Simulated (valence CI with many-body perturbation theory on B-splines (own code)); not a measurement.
# Bi: the cost of one run

Method: configuration interaction of the valence electrons, many-body perturbation theory for a frozen closed Dirac-Fock core, no-pair Dirac Hamiltonian, B-spline basis. Code: an in-house CI+MBPT code version 3.

### Step 1. Starting point

- element: bismuth (Z = 83, A = 209)
- charge: +42
- frozen core: [Kr]
- start configuration of the valence electrons: 4d5
- nuclear rms radius: 5.5211 fm

### Step 2. The calculation

Settings of the run:

```ini
atom Bi  Z=83  mass_number=209  rms_radius_fm=5.5211
core [Kr]
valence 4d5
avg = 1
basis = M
breit = 1
cap = 40000
capref = 1200
cscale = 1
de = 0.0
dress = 0
eps = 2e-08
h = 0.27
hh = 1
l2 = 3
lcore = 6
maxit = 60
n2 = 5
natural = 1
nlev = 45
nno = [4, 4, 5, 4, 3, 1]
nroot = 26
nsp = [3, 3, 3, 2, 1, 0]
pt2 = 1
qed = 1
rpa = 1
s1 = 1
s2 = 1
s3 = 1
screen = 1
tol = 2e-05
```

On the command line:

```console
> python run_cv.py task.json out
```

task.json holds these settings.

**Question.** How long does this run take on 1 thread of Arm Neoverse V1, shared host, and how much memory does it need?

About 4.1 min, with a peak of 1.3 GiB.
